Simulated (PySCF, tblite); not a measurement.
# C₆H₈NO radical: geometry, infrared bands and EPR parameters

Wanted: the infrared bands and EPR parameters of C₆H₈NO radical (`C[C@H]1C=C(C([NH])=O)C1`), by calculation.

Computed with tblite 0.8.0 and PySCF 2.14.0, with density-fitted response routines of our own, on a single molecule in the gas phase. Atoms are numbered from 0 throughout.

### 1 The starting structure

16 atoms, charge 0, multiplicity 2; geometry from: force field or distance geometry start.

Bonds of the start (Å): C0–C1 1.51, C1–C2 1.53, C2–C3 1.33, C3–C4 1.48, C4–N5 1.32, C4–O6 1.23, C3–C7 1.50, C7–C1 1.57, C0–H8 1.10, C0–H9 1.09, C0–H10 1.10, C1–H11 1.10, C2–H12 1.07, N5–H13 1.03, C7–H14 1.10, C7–H15 1.11.

### 2 Geometry optimisation with GFN2-xTB

What the job is given:

```
{"job": {"kind": "relax", "xc": "GFN2-xTB", "basis": "xTB"}, "charge": 0, "multiplicity": 2}
C     -1.936300     1.029000    -0.782700
C     -1.140300    -0.219400    -0.509700
C      0.283800    -0.244700    -1.061800
C      0.836700    -0.343100     0.141900
C      2.269300    -0.448400     0.498100
N      2.398100    -0.525400     1.805300
O      3.200600    -0.451600    -0.310300
C     -0.456800    -0.299300     0.903100
H     -2.856100     1.034400    -0.181200
H     -1.387500     1.941600    -0.542400
H     -2.238500     1.073400    -1.838400
H     -1.731600    -1.121900    -0.734200
H      0.688500    -0.203300    -2.054100
H      3.413900    -0.590200     1.987600
H     -0.622100     0.578200     1.544100
H     -0.729300    -1.200400     1.482200
```

Command:

```
$ OMP_NUM_THREADS=1 python probes_run.py task.json out
```

One launch serves the whole session: the jobs run in the order shown.

Log:

```text
step      E/eV     max force
  0    -646.98885    1.679
  1    -647.07024    0.783
  2    -647.11169    0.841
  3    -647.14458    0.375
  4    -647.15377    0.250
  5    -647.16003    0.240
  6    -647.16705    0.217
  7    -647.17085    0.168
  8    -647.17298    0.111
  9    -647.17465    0.110
 10    -647.17587    0.088
 11    -647.17650    0.075
 12    -647.17685    0.062
 13    -647.17719    0.055
 14    -647.17749    0.058
 15    -647.17770    0.039
 16    -647.17783    0.035
 17    -647.17797    0.040
 18    -647.17816    0.049
 19    -647.17839    0.042
 20    -647.17865    0.043
 21    -647.17894    0.044
 22    -647.17926    0.050
 23    -647.17958    0.050
 24    -647.17982    0.038
 25    -647.17997    0.024
 26    -647.18004    0.018
 27    -647.18009    0.018
 28    -647.18012    0.017
 29    -647.18015    0.016
 30    -647.18018    0.014
 31    -647.18020    0.015
 32    -647.18023    0.015
 33    -647.18025    0.014
 34    -647.18027    0.014
 35    -647.18030    0.011
 36    -647.18032    0.013
 37    -647.18035    0.016
 38    -647.18037    0.016
 39    -647.18039    0.010
```

It took 0.2 s on 1 thread of Arm Neoverse V2, shared host.

Step by step: (not every step is listed)

```csv
step,energy from step 0 (eV),largest force (eV/Å)
0,0.0000,1.6788
1,-0.0814,0.7825
2,-0.1228,0.8415
3,-0.1557,0.3750
4,-0.1649,0.2499
5,-0.1712,0.2402
6,-0.1782,0.2170
7,-0.1820,0.1682
8,-0.1841,0.1106
10,-0.1870,0.0880
12,-0.1880,0.0621
14,-0.1886,0.0583
16,-0.1890,0.0355
18,-0.1893,0.0485
20,-0.1898,0.0435
22,-0.1904,0.0501
24,-0.1910,0.0376
26,-0.1912,0.0181
28,-0.1913,0.0166
30,-0.1913,0.0136
32,-0.1914,0.0153
34,-0.1914,0.0136
35,-0.1915,0.0110
36,-0.1915,0.0127
37,-0.1915,0.0165
38,-0.1915,0.0161
39,-0.1915,0.0099
```

Close pairs (by a distance rule), those that changed most:

| bond | before (Å) | after (Å) | change (Å) |
| --- | --- | --- | --- |
| C3–C4 | 1.480 | 1.459 | -0.021 |
| C1–C2 | 1.528 | 1.507 | -0.020 |
| N5–H13 | 1.034 | 1.014 | -0.020 |
| C7–H15 | 1.105 | 1.087 | -0.018 |
| C1–C7 | 1.571 | 1.557 | -0.014 |
| C0–C1 | 1.506 | 1.519 | +0.013 |
| C7–H14 | 1.099 | 1.087 | -0.012 |
| C4–O6 | 1.233 | 1.245 | +0.012 |

The next job starts from the end point, and lists it.

### 3 Harmonic vibrations with GFN2-xTB

What the job is given:

```
{"job": {"kind": "ir", "xc": "GFN2-xTB", "basis": "xTB"}, "charge": 0, "multiplicity": 2}
C     -1.954262     1.038499    -0.773288
C     -1.146469    -0.220249    -0.509902
C      0.235074    -0.257444    -1.111272
C      0.837919    -0.337662     0.081705
C      2.222409    -0.435672     0.529878
N      2.440821    -0.519557     1.814377
O      3.216285    -0.450487    -0.220575
C     -0.440381    -0.307581     0.875301
H     -2.853566     1.044463    -0.161442
H     -1.366363     1.922335    -0.537021
H     -2.244337     1.086649    -1.820706
H     -1.737566    -1.108630    -0.743497
H      0.580047    -0.221957    -2.127411
H      3.414335    -0.589150     2.089908
H     -0.564920     0.568893     1.505939
H     -0.646625    -1.203505     1.455645
```

Log:

```text
mode    cm-1     km/mol
  1      62.6      0.68
  2      92.7      0.10
  3     135.3      0.96
  4     212.1      0.10
  5     269.2      0.34
  6     322.8      0.55
  7     340.4     15.87
  8     444.7      5.26
  9     499.3      3.53
 10     575.7     80.59
 11     609.2      3.91
 12     685.1     76.99
 13     789.8     11.78
 14     836.3     18.27
 15     911.3      8.87
 16     938.9      7.32
 17     953.0     47.61
 18    1017.3      7.94
 19    1027.5    231.18
 20    1038.3     46.35
 21    1075.0      9.97
 22    1132.0      1.85
 23    1159.1      0.29
 24    1174.2      3.47
 25    1195.9     11.64
 26    1255.1     23.31
 27    1299.7      0.63
 28    1402.0      1.94
 29    1429.2     22.12
 30    1445.0      6.01
 31    1486.8      4.51
 32    1491.4    138.09
 33    1493.9      5.55
 34    1621.1     31.19
 35    2948.0     23.94
 36    3016.5     18.93
 37    3026.3      9.94
 38    3034.0     29.23
 39    3035.6     29.27
 40    3042.0     21.43
 41    3139.2     15.47
 42    3392.1      1.53
```

It took 0.41 s on 1 thread of Arm Neoverse V2, shared host.

Which atoms move in the most intense modes:

```csv
cm⁻¹,km/mol,atoms
576,80.6,"C4 61 %, C3 13 %"
685,77.0,H13 81 %
953,47.6,"C7 36 %, C2 24 %, C3 12 %"
1028,231.2,H13 64 %
1038,46.4,"H12 20 %, H13 15 %, H14 14 %, H11 13 %"
1491,138.1,"C4 63 %, O6 30 %"
1621,31.2,"C3 55 %, C2 38 %"
3036,29.3,"H8 49 %, H10 36 %"
```

### 4 EPR parameters: B3LYP/pcH-1

The job, as its differences from that of step 3:

```diff
@@ -1,2 +1,2 @@
-{"job": {"kind": "ir", "xc": "GFN2-xTB", "basis": "xTB"}, "charge": 0, "multiplicity": 2}
+{"job": {"kind": "epr", "basis": "pcH-1"}, "charge": 0, "multiplicity": 2}
 C     -1.954262     1.038499    -0.773288
```

Level: UKS B3LYP, pcH-1 on C H N O, non-relativistic, mean-field spin-orbit, GIAO.

Log:

```text
UKS, coarse grid
  cycle   1  E = -363.08669102  |g| = 7.04e-01
  cycle   2  E = -360.11243924  |g| = 2.12e+00
  cycle   3  E = -363.20804244  |g| = 4.50e-01
  cycle   4  E = -363.31821268  |g| = 1.65e-01
  cycle   5  E = -363.32880674  |g| = 9.69e-02
  cycle   6  E = -363.33086180  |g| = 7.59e-02
  cycle   7  E = -363.33301413  |g| = 5.02e-02
  cycle   8  E = -363.33430328  |g| = 1.82e-02
  cycle   9  E = -363.33452255  |g| = 5.33e-03
  cycle  10  E = -363.33454251  |g| = 2.50e-03
  cycle  11  E = -363.33454824  |g| = 1.47e-03
  cycle  12  E = -363.33455589  |g| = 9.17e-04
UKS, final grid
  cycle   1  E = -363.33453083  |g| = 1.16e-03
  cycle   2  E = -363.33453240  |g| = 2.06e-03
  cycle   3  E = -363.33453489  |g| = 6.26e-04
  cycle   4  E = -363.33453611  |g| = 5.67e-04
  cycle   5  E = -363.33453778  |g| = 5.67e-04
  cycle   6  E = -363.33453685  |g| = 5.64e-04
  cycle   7  E = -363.33452638  |g| = 5.39e-04
  cycle   8  E = -363.33450690  |g| = 7.32e-04
  cycle   9  E = -363.33450669  |g| = 6.60e-04
  cycle  10  E = -363.33450678  |g| = 2.18e-04
  cycle  11  E = -363.33450596  |g| = 1.67e-04
  cycle  12  E = -363.33450596  |g| = 9.73e-05
  cycle  13  E = -363.33450596  |g| = 1.93e-05
E = -363.33450596 Eh   <S^2> = 0.7797 (exact 0.7500)
g shifts (ppm)      1          2          3
  rmc          -260       -260       -260
  gc            -16         45         55
  oz_so          23       2073      66387
  total        -253       1909      66233
hyperfine (MHz)  atom isotope    a_iso     a_fc   dipolar eigenvalues
    0   13C      -2.68      -2.68     -0.24      0.05      0.19
    1   13C       1.90       1.90     -0.24     -0.20      0.44
    2   13C      -6.24      -6.24     -8.63      3.83      4.80
    3   13C       3.25       3.25     -2.87     -1.64      4.51
    4   13C     -42.55     -42.55    -27.38      9.57     17.81
    5   14N      22.81      22.81    -32.83    -32.49     65.32
    6   17O     -26.64     -26.64   -138.55     69.01     69.54
    7   13C      -1.80      -1.80     -0.58     -0.29      0.87
    8    1H      -0.37      -0.37     -0.36     -0.28      0.64
    9    1H       0.17       0.17     -0.70     -0.39      1.09
   10    1H       0.14       0.14     -0.22     -0.21      0.43
   11    1H      -4.52      -4.52     -0.65     -0.48      1.12
   12    1H       3.28       3.28     -2.68     -1.26      3.93
   13    1H     -47.10     -47.10    -35.84     -9.04     44.88
   14    1H       2.64       2.64     -1.76     -1.66      3.42
   15    1H       2.58       2.58     -1.80     -1.71      3.50
```

Wall time 97 s (1 thread of Arm Neoverse V2, shared host); peak memory 1.1 GiB.

Principal g values 2.00207, 2.00423, 2.06855; g(iso) = 2.02495, against 2.00232 for a free electron. They are not to be trusted: the run shows a large g shift, which the driver flags as unsure.

Hyperfine couplings; where a row names several nuclei, a(iso) is their mean (it holds for fast rotation or exchange) and the dipolar term the largest among them:

```csv
nuclei,isotope,a(iso) (MHz),"a(iso) (G, at g = 2.0023)",largest dipolar term (MHz)
H13,1H,-47.1,-16.8,44.9
C4,13C,-42.6,-15.2,-27.4
O6,17O,-26.6,-9.5,-138.6
N5,14N,22.8,8.1,65.3
C2,13C,-6.2,-2.2,-8.6
H11,1H,-4.5,-1.6,1.1
H12,1H,3.3,1.2,3.9
C3,13C,3.2,1.2,4.5
C0,13C,-2.7,-1.0,-0.2
H14,1H,2.6,0.9,3.4
H15,1H,2.6,0.9,3.5
C1,13C,1.9,0.7,0.4
C7,13C,-1.8,-0.6,0.9
"H8, H9, H10",1H,0.0,0.0,1.1
```

Mulliken spin populations:

C0 0.00; C1 0.00; C2 -0.05; C3 0.04; C4 -0.17; N5 0.74; O6 0.46; C7 0.00; H8 0.00; H9 0.00; H10 0.00; H11 0.00; H12 0.00; H13 -0.03; H14 0.00; H15 0.00

Orbitals, density, ELF and potential are computed afterwards from the orbital file.

ELF in a plane through or near 8 of the atoms.

Ten even steps from '0' (0.00) to '9' (1.00):
```
0000000000000000000000000000
0000000000000000000000000000
0000000000000000000000000000
0000000000000242000000000000
0000001354101798300000000000
0000025788301798300021000000
0000168788201575101899400000
0000179757115655105999800000
0000012462667854246999600000
0000121241864612473486100000
0005999686357622462574100000
0006999446025653137999400000
0001566898105997107999600000
0000014898106999103999200000
0000002563003797100130000000
0000000010000231000000000000
0000000000000000000000000000
0000000000000000000000000000
0000000000000000000000000000
0000000000000000000000000000
```
The map spans 13.1 Å across and 9.6 Å up, centred on the molecule. Atoms in the plane (x, y in Å): C0 (2.3, 0.0), C4 (-2.3, 0.4), N5 (-3.0, -0.7), O6 (-2.9, 1.5), H8 (2.9, -0.9), H10 (3.0, 0.8), H13 (-4.0, -0.6), H14 (0.1, -1.6).

log10 of the density (e/Å³) in the same plane.

Ten even steps from '0' (-4.0) to '9' (0.9):
```
0000000000000000000000000000
0000000000000000000000000000
0000000000001222100000000000
0000012332212333210000000000
0000134555434555422111000000
0000256776545666533332100000
0001367998656676545554310000
0001367998667777656775420000
0002356788878877677886421000
0013466789888777789876421000
0024578888777777788876421000
0024588997667777677876421000
0013467887556887556765420000
0002356666556786545554310000
0000134444345565433332100000
0000012332223444321111000000
0000000000012222100000000000
0000000000000000000000000000
0000000000000000000000000000
0000000000000000000000000000
```
The map spans 13.1 Å across and 9.6 Å up, centred on the molecule. Atoms in the plane (x, y in Å): C0 (2.3, 0.0), C4 (-2.3, 0.4), N5 (-3.0, -0.7), O6 (-2.9, 1.5), H8 (2.9, -0.9), H10 (3.0, 0.8), H13 (-4.0, -0.6), H14 (0.1, -1.6).

On the surface of density 0.002 e/bohr³ the electrostatic potential runs, from the 1st to the 99th percentile, from -1.45 V near O6 to 1.57 V near H13.

The spin density lies nearest to N5 48 %; O6 33 %; C4 9 % (beta excess).

### 5 Summary of results

| quantity | value |
| --- | --- |
| strongest single infrared mode (GFN2-xTB) | 1028 cm⁻¹, 231 km/mol |
| zero-point energy (GFN2-xTB) | 78.7 kcal/mol |
| g(iso) (B3LYP) | 2.02495 |
| ⟨S²⟩ | 0.780 (exact 0.75) |
| largest a(iso) (averaged by class) | 1H on H13, -47.1 MHz |
| surface potential, 1st and 99th percentile | -1.45 V and 1.57 V |
| property runs in this session | 1, of which 0 failed and 1 gave unsound results |

**Reading.** The optimisation took 39 steps and gained 0.192 eV; among the close pairs (by a distance rule), C3–C4 changed most, from 1.480 to 1.459 Å. No mode is imaginary among the 42: a minimum at this level. The strongest single mode, at 1028 cm⁻¹, moves mainly H13. Unscaled tight-binding wavenumbers are off by several per cent, some by more. Its intensities can rank the bands wrongly. The largest share of the spin, 0.74 e, sits on N5. The isotropic g lies 22.6 ppt above the free-electron value. These values are not to be trusted: the run shows a large g shift, which the driver flags as unsure.
